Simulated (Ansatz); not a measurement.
**V: squeezing one contact**

An exercise on one series of results from a longer session: the logs are not shown, and one member is left open.

Method: DFT PBEsol, with the methods named in each step, in Ansatz 0.2.0.

1 further run of the same task is left out (it didn't finish). Runs told in other sessions of the task aren't counted.

## The structure to begin with

The structure is cubic, space group Fd-3m (No. 227). The conventional cell has a = 5.127 Å, b = 5.127 Å, c = 5.127 Å, α = 90.00°, β = 90.00°, γ = 90.00°. V (site symmetry -43m) is surrounded by 4 V at 2.22 Å.

Structure file:

```cif
data_structure
_symmetry_space_group_name_H-M 'P 1'
_symmetry_Int_Tables_number 1
_cell_length_a 3.6254
_cell_length_b 3.6254
_cell_length_c 3.6254
_cell_angle_alpha 60.000
_cell_angle_beta 60.000
_cell_angle_gamma 60.000
_cell_volume 33.69
loop_
_atom_site_label
_atom_site_type_symbol
_atom_site_fract_x
_atom_site_fract_y
_atom_site_fract_z
_atom_site_occupancy
V1 V 0.87500 0.87500 0.87500 1
V2 V 0.12500 0.12500 0.12500 1
```

Atoms are numbered in the order of the input: V1, V2.

Set-up of the first run:

Contents of input.yaml:

```yaml
crystal:
  lattice:
    - [0.0, 2.5635698487, 2.5635698487]
    - [2.5635698487, 0.0, 2.5635698487]
    - [2.5635698487, 2.5635698487, 0.0]
  atoms:
    - { symbol: V, position: [-0.125, -0.125, -0.125] }
    - { symbol: V, position: [0.125, 0.125, 0.125] }
kpoints:
  mp_grid: { grid: [10, 10, 10] }
scf:
  occupations: { method: fermi_dirac, width: 0.05 }
hamiltonian:
  xc: pbesol
  pseudopotentials: { kind: all_electron, lapw: { basis_error: 0.001 } }
output:
  forces: true
  stress: true
  eigenvalues: true
  populations: true
```

The run is started by

```console
$ ansatz run input.yaml --threads 1 --pin off --max-ram 2048MiB --backend cpu --events-out ev --progress --plain --runs-dir out
```

Among the steps run: The bond as given, LAPW; Shortest bond scaled by 1, crystal datasets; Shortest bond scaled by 0.94, LAPW; Shortest bond scaled by 0.88, LAPW; Shortest bond scaled by 0.88, crystal datasets; Shortest bond scaled by 0.82, LAPW; Shortest bond scaled by 0.58, LAPW; Shortest bond scaled by 0.58, crystal datasets.

One of the session's tables, all rows but one given; the rest of the session is left out.

| method | length (Å) | force along the bond (eV/Å) | pressure (GPa) | largest force (eV/Å) |
| --- | --- | --- | --- | --- |
| LAPW | 1.288 | 70.256 | 148.38 | 70.256 |
| LAPW | 1.820 | -1.274 | 6.16 | 1.274 |
| LAPW | 1.954 | -1.624 | 3.26 | 1.624 |
| LAPW | 2.087 | ? | ? | ? |
| LAPW | 2.220 | 0.000 | 2.85 | 0.000 |
| PAW | 1.288 | 108.744 | 224.81 | 108.744 |
| PAW | 1.820 | -1.347 | 5.95 | 1.347 |
| PAW | 1.954 | -1.637 | 3.25 | 1.637 |
| PAW | 2.087 | -1.096 | 2.67 | 1.096 |
| PAW | 2.220 | 0.000 | 2.89 | 0.000 |
| PAW (source ansatz) | 1.288 | 71.463 | 150.84 | 71.463 |
| crystal datasets | 1.288 | 70.260 | 148.39 | 70.260 |
| crystal datasets | 1.954 | -1.623 | 3.26 | 1.623 |
| crystal datasets | 2.220 | 0.000 | 2.85 | 0.000 |

**Question.** Estimate the row for LAPW, 2.087.

As computed: force along the bond (eV/Å): -1.097; pressure (GPa): 2.64; largest force (eV/Å): 1.097. In the column «force along the bond (eV/Å)» it lies between LAPW, 1.820 (-1.274) and PAW, 2.087 (-1.096).

Caveats from the session: Warnings in the runs' records: crystal datasets made.
